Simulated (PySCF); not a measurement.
# From one method to the next for ClNTi

Starting from one script, swap the method and compare what comes out for ClNTi.

Program: PySCF 2.14.0. Level of theory: method and basis as typed in the scripts. These are calculated values, not measurements.

### 1 The system as given

ClNTi: 3 atoms, charge 0, spin multiplicity 1.

Bond lengths: Ti1–N2 1.545 Å, Ti1–Cl3 2.275 Å. Angles: N2–Ti1–Cl3 118.0°.

Coordinates:

```
atom    x (Å)   y (Å)    z (Å)
 Ti1  -0.5117  0.0000  -0.5385
  N2  -1.8363  0.0000   0.2569
 Cl3   1.4367  0.0000   0.6350
```

### 2 The base run

File input.py:

```python
from pyscf import gto, scf, mp

mol = gto.M(
    atom='Ti -0.5117 0 -0.5385; N -1.8363 0 0.2569; Cl 1.4367 0 0.635',
    basis='6-31g',
    charge=0,
    spin=0,
    symmetry=True,
    verbose=3,
)
mf = scf.RHF(mol)
mf.kernel()
mp.MP2(mf, frozen=11).kernel()
mf.dip_moment()
print('orbital energies (hartree):', mf.mo_energy[..., max(0, mol.nelec[1]-3):mol.nelec[0]+3].round(4))
```

Command:

```
$ OMP_NUM_THREADS=1 python input.py
```

### 3 UHF

Variant 1 changes SCF type: RHF → UHF.

File input.py:

```python
from pyscf import gto, scf, mp

mol = gto.M(
    atom='Ti -0.5117 0 -0.5385; N -1.8363 0 0.2569; Cl 1.4367 0 0.635',
    basis='6-31g',
    charge=0,
    spin=0,
    symmetry=True,
    verbose=3,
)
mf = scf.UHF(mol)
mf.kernel()
mp.MP2(mf, frozen=11).kernel()
mf.dip_moment()
print('orbital energies (hartree):', [e[max(0, n-3):n+3].round(4) for e, n in zip(mf.mo_energy, mol.nelec)])
```

### 4 ROHF

Variant 2 changes SCF type: RHF → ROHF.

input.py, as its differences from that of step 2:

```diff
@@ -10,3 +10,3 @@
 )
-mf = scf.RHF(mol)
+mf = scf.ROHF(mol)
 mf.kernel()
```

### 5 O3lyp (RKS)

Variant 3 changes functional: none (Hartree–Fock) → o3lyp; SCF type: RHF → RKS; step after the SCF: mp2 → analyze.

File input.py:

```python
from pyscf import gto, dft

mol = gto.M(
    atom='Ti -0.5117 0 -0.5385; N -1.8363 0 0.2569; Cl 1.4367 0 0.635',
    basis='6-31g',
    charge=0,
    spin=0,
    symmetry=True,
    verbose=3,
)
mf = dft.RKS(mol, xc='o3lyp')
mf.kernel()
mf.analyze()
print('orbital energies (hartree):', mf.mo_energy[..., max(0, mol.nelec[1]-3):mol.nelec[0]+3].round(4))
```

### 6 SCF alone

Variant 4 changes step after the SCF: mp2 → none.

input.py, as its differences from that of step 2:

```diff
@@ -1,2 +1,2 @@
-from pyscf import gto, scf, mp
+from pyscf import gto, scf
 
@@ -12,3 +12,2 @@
 mf.kernel()
-mp.MP2(mf, frozen=11).kernel()
 mf.dip_moment()
```

What does the calculation give? Wanted: for each run, E(SCF); from base; gap; SCF dipole; after the SCF.

**Answer**, as computed:

```
        run  E(SCF) (hartree)  from base (eV)  gap (eV)  SCF dipole (D)                            after the SCF
       base      -1362.199607               0      9.58            7.28  MP2 correlation -12.646 eV, core frozen
        UHF      -1362.199607          0.0000      9.58            7.28  MP2 correlation -12.646 eV, core frozen
       ROHF      -1362.199607          0.0000       n/a            7.28  MP2 correlation -12.646 eV, core frozen
o3lyp (RKS)      -1364.359595  not comparable      3.00            6.19                                      n/a
  SCF alone      -1362.199607          0.0000      9.58            7.28                                      n/a
```

What this shows: The SCF energy stays the same, to the digits that matter, with UHF or ROHF. Total energies of different functionals can't be compared with each other; differences within one functional can.
